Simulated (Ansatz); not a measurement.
**HfH2Cl2O2 (SMILES Cl[Hf](Cl)(O)O): levels of theory compared**

We compute a comparison of 5 runs (HF/def2-SVP, HF/def2-TZVP, PBE0/def2-SVP, CAM-B3LYP/def2-TZVP, wB97X/def2-TZVP) of HfH2Cl2O2. 

Program for the calculation: Ansatz 0.2.0.

7 further runs of the same task are left out: 2 for a known fault of the program, 3 that didn't finish, 2 set aside as unsound or not needed.

## Step 1: The molecule

The species is HfH2Cl2O2 (7 atoms), meant as a singlet with charge 0. As SMILES, `Cl[Hf](Cl)(O)O`. Geometry: relaxed at PBE0-D4/def2-TZVP. This is one conformer, not always the lowest.

Bond lengths: Cl1–Hf2 2.357 Å, Hf2–Cl3 2.357 Å, Hf2–O4 1.897 Å, Hf2–O5 1.897 Å, O4–H6 0.952 Å, O5–H7 0.952 Å. Angles: Cl1–Hf2–Cl3 110.3°, Cl1–Hf2–O4 108.9°, Cl1–Hf2–O5 108.9°, Cl3–Hf2–O4 108.9°, Cl3–Hf2–O5 108.9°, O4–Hf2–O5 110.9°, Hf2–O4–H6 171.0°, Hf2–O5–H7 171.3°.

## Step 2: Energy and forces at HF/def2-SVP (core potential) (run 1)

File job.yaml:

```yaml
crystal:
  periodic: [false, false, false]
  atoms:
    - {symbol: Cl, position_ang: [-1.456370, -2.174970, 0.002810]}
    - {symbol: Hf, position_ang: [0.098690, -0.403750, -0.023700]}
    - {symbol: Cl, position_ang: [2.292700, -1.246870, -0.201240]}
    - {symbol: O, position_ang: [-0.257230, 0.704790, -1.520890]}
    - {symbol: O, position_ang: [-0.055410, 0.574120, 1.593960]}
    - {symbol: H, position_ang: [-0.457210, 1.368980, -2.172410]}
    - {symbol: H, position_ang: [-0.165190, 1.177700, 2.321450]}
basis:
  gaussian:
    orbitals: def2-SVP
output: {forces: true, orbitals: {seedname: orbitals}}
hamiltonian:
  xc: hf
accuracy: high
```

Launch:

```sh
$ ansatz run job.yaml --threads 1 --pin off --max-ram 3480MiB --events-out events.jsonl --progress --plain --runs-dir runs
```

Log:

```text
Warning: RAYON_NUM_THREADS=1 ignored (pool sized by the plan → 1); use --threads N
Functional definition: HF
  name "HF"
  exchange = exact_x
  correlation = 0
2203 factors; integrals over basis functions are off by at most 4.0e-9 eV
mean field evaluation 1: about -30397.0465 eV, gradient 5.3e1 eV
mean field evaluation 2: about -30397.1323 eV, gradient 5.3e1 eV
mean field evaluation 4: about -30402.4620 eV, gradient 2.5e0 eV
mean field evaluation 8: about -30402.5047 eV, gradient 1.3e-1 eV
mean field evaluation 16: about -30402.5047 eV, gradient 1.7e-8 eV
mean field -30402.50473333 eV, -1117.2714413919 hartree, gradient 1.7e-8 eV, S^2 0.000000; 0 other end points of the search recorded, 0 dependent functions left out
the calculation of the forces begins
reference -30402.50473333 eV, -1117.2714413919 hartree; 32, 32 occupied and 74, 74 virtual orbitals, 2203 factors
Total energy: -30402.50473333 eV, -1117.2714413919 hartree
Atom 0 at    -1.456370    -2.174970     0.002810 Å, force    -0.457286    -0.510163     0.008256 eV/Å
Atom 1 at     0.098690    -0.403750    -0.023700 Å, force    -0.015204     0.060321     0.002566 eV/Å
Atom 2 at     2.292700    -1.246870    -0.201240 Å, force     0.640585    -0.238531    -0.051457 eV/Å
Atom 3 at    -0.257230     0.704790    -1.520890 Å, force    -0.272457     0.912182    -0.855077 eV/Å
Atom 4 at    -0.055410     0.574120     1.593960 Å, force    -0.153725     0.832749     0.960130 eV/Å
Atom 5 at    -0.457210     1.368980    -2.172410 Å, force     0.161273    -0.550318     0.457979 eV/Å
Atom 6 at    -0.165190     1.177700     2.321450 Å, force     0.096814    -0.506240    -0.522397 eV/Å
Dipole moment:    -0.206578     0.845613     0.050079 e Å
```

It took 22 s on 1 thread of AMD EPYC (Zen 3), shared host.

## Step 3: Energy and gradient at HF/def2-TZVP (core potential) (run 2)

File run.yaml:

```yaml
crystal:
  periodic: [false, false, false]
  atoms:
    - {symbol: Cl, position_ang: [-1.456370, -2.174970, 0.002810]}
    - {symbol: Hf, position_ang: [0.098690, -0.403750, -0.023700]}
    - {symbol: Cl, position_ang: [2.292700, -1.246870, -0.201240]}
    - {symbol: O, position_ang: [-0.257230, 0.704790, -1.520890]}
    - {symbol: O, position_ang: [-0.055410, 0.574120, 1.593960]}
    - {symbol: H, position_ang: [-0.457210, 1.368980, -2.172410]}
    - {symbol: H, position_ang: [-0.165190, 1.177700, 2.321450]}
basis:
  gaussian:
    orbitals: def2-TZVP
hamiltonian:
  xc: hf
accuracy: high
output: {forces: true, orbitals: {seedname: orbitals}}
```

Launch:

```sh
$ ansatz run run.yaml --threads 1 --pin off --max-ram 3480MiB --events-out events.jsonl --progress --plain --runs-dir runs
```

Log, shortened:

```text
Warning: RAYON_NUM_THREADS=1 ignored (pool sized by the plan → 1); use --threads N
[... 2 set-up lines as earlier in the session ...]
[...]
3133 factors; integrals over basis functions are off by at most 1.2e-6 eV
[...]
mean field -30416.51096487 eV, -1117.7861609072 hartree, gradient 6.4e-8 eV, S^2 0.000000; 0 other end points of the search recorded, 0 dependent functions left out
[...]
reference -30416.51096487 eV, -1117.7861609072 hartree; 32, 32 occupied and 156, 156 virtual orbitals, 3133 factors
Total energy: -30416.51096487 eV, -1117.7861609072 hartree
Atom 0 at    -1.456370    -2.174970     0.002810 Å, force    -0.364189    -0.420041     0.005943 eV/Å
Atom 1 at     0.098690    -0.403750    -0.023700 Å, force    -0.076381     0.310760     0.017596 eV/Å
Atom 2 at     2.292700    -1.246870    -0.201240 Å, force     0.516544    -0.202146    -0.041955 eV/Å
Atom 3 at    -0.257230     0.704790    -1.520890 Å, force    -0.265390     0.887158    -0.839095 eV/Å
Atom 4 at    -0.055410     0.574120     1.593960 Å, force    -0.148882     0.808968     0.941042 eV/Å
Atom 5 at    -0.457210     1.368980    -2.172410 Å, force     0.215521    -0.723725     0.665752 eV/Å
Atom 6 at    -0.165190     1.177700     2.321450 Å, force     0.122777    -0.660974    -0.749284 eV/Å
Dipole moment:    -0.197404     0.808070     0.047862 e Å
```

It took 71 s on 1 thread of AMD EPYC (Zen 3), shared host; peak memory 0.85 GiB.

Runs 3 to 4 aren't shown in full; the table further down has their settings and results.

## Step 4: Energy and forces at wB97X/def2-TZVP (core potential) (run 5)

run.yaml, as its differences from that of step 3:

```diff
@@ -1 +1,4 @@
+basis:
+  gaussian:
+    orbitals: def2-TZVP
 crystal:
@@ -10,8 +13,8 @@
     - {symbol: H, position_ang: [-0.165190, 1.177700, 2.321450]}
-basis:
-  gaussian:
-    orbitals: def2-TZVP
+output:
+  forces: true
+  orbitals: {seedname: orbitals}
+total_charge: 0
+accuracy: high
 hamiltonian:
-  xc: hf
-accuracy: high
-output: {forces: true, orbitals: {seedname: orbitals}}
+  xc: {name: wB97X}
```

Launch:

```sh
$ ansatz run run.yaml --threads 1 --pin off --max-ram 3480MiB --events-out events.jsonl --progress --plain --runs-dir runs
```

Log, shortened:

```text
Warning: RAYON_NUM_THREADS=1 ignored (pool sized by the plan → 1); use --threads N
Functional definition: wB97X
  name "wB97X"
[...]
      + exact_x_lr(omega)
[...]
      + integral(e_c_pw_opposite_spin*poly(b97_u_opposite, 1, cos1, cos2, cos3, cos4))
3133 factors; integrals over basis functions are off by at most 1.2e-6 eV
507 factors; integrals over basis functions are off by at most 9.8e-8 eV
[...]
mean field -30489.18090045 eV, -1120.4567317823 hartree, gradient 7.4e-8 eV, S^2 0.000000; 0 other end points of the search recorded, 0 dependent functions left out
[...]
reference -30489.18089665 eV, -1120.4567316430 hartree; 32, 32 occupied and 156, 156 virtual orbitals, 3133 factors
Total energy: -30489.18089665 eV, -1120.4567316430 hartree
Atom 0 at    -1.456370    -2.174970     0.002810 Å, force    -0.067493    -0.075602     0.001149 eV/Å
Atom 1 at     0.098690    -0.403750    -0.023700 Å, force     0.044392    -0.183239    -0.010889 eV/Å
Atom 2 at     2.292700    -1.246870    -0.201240 Å, force     0.094918    -0.035521    -0.007658 eV/Å
Atom 3 at    -0.257230     0.704790    -1.520890 Å, force    -0.059479     0.196830    -0.197491 eV/Å
Atom 4 at    -0.055410     0.574120     1.593960 Å, force    -0.032140     0.178679     0.220213 eV/Å
Atom 5 at    -0.457210     1.368980    -2.172410 Å, force     0.011277    -0.041688     0.017100 eV/Å
Atom 6 at    -0.165190     1.177700     2.321450 Å, force     0.008525    -0.039460    -0.022423 eV/Å
Dipole moment:    -0.198631     0.813055     0.048112 e Å
```

It took 3.5 min on 1 thread of AMD EPYC (Zen 3), shared host; peak memory 1.4 GiB.

## Step 5: Overview of the runs

| run | level | core potential | energy (Eh) | dipole moment (D) | HOMO energy (eV) | LUMO energy (eV) | wall time |
| --- | --- | --- | --- | --- | --- | --- | --- |
| 1 | HF/def2-SVP (core potential) | def2-SVP | -1117.271441 | 4.19 | -12.19 | 2.07 | 22 s |
| 2 | HF/def2-TZVP (core potential) | def2-TZVP | -1117.786161 | 4.00 | -12.25 | 1.97 | 71 s |
| 3 | PBE0/def2-SVP (core potential) | def2-SVP | -1119.491177 | 4.11 | -8.84 | -0.54 | 49 s |
| 4 | CAM-B3LYP/def2-TZVP (core potential) | def2-TZVP | -1120.420213 | 3.98 | -10.28 | 0.38 | 1.9 min |
| 5 | wB97X/def2-TZVP (core potential) | def2-TZVP | -1120.456732 | 4.03 | -11.36 | 1.37 | 3.5 min |

## Step 6: What came out

```
                       quantity           value
            run 5: total energy  -1120.45673 Eh
           run 5: dipole moment          4.03 D
             run 5: HOMO energy       -11.36 eV
             run 5: LUMO energy         1.37 eV
           run 5: HOMO–LUMO gap        12.73 eV
run 5: largest force on an atom      0.285 eV/Å
```

**Reading.** The dipole moment (its size) runs from 3.98 D (CAM-B3LYP/def2-TZVP) to 4.19 D (HF/def2-SVP). The two ends differ in method and basis. The HOMO–LUMO gap runs from 8.30 eV (PBE0/def2-SVP) to 14.26 eV (HF/def2-SVP). Exact exchange widens orbital gaps. Totals of different functionals can't be ranked against each other. All runs together took 7.7 min, the longest 3.5 min.
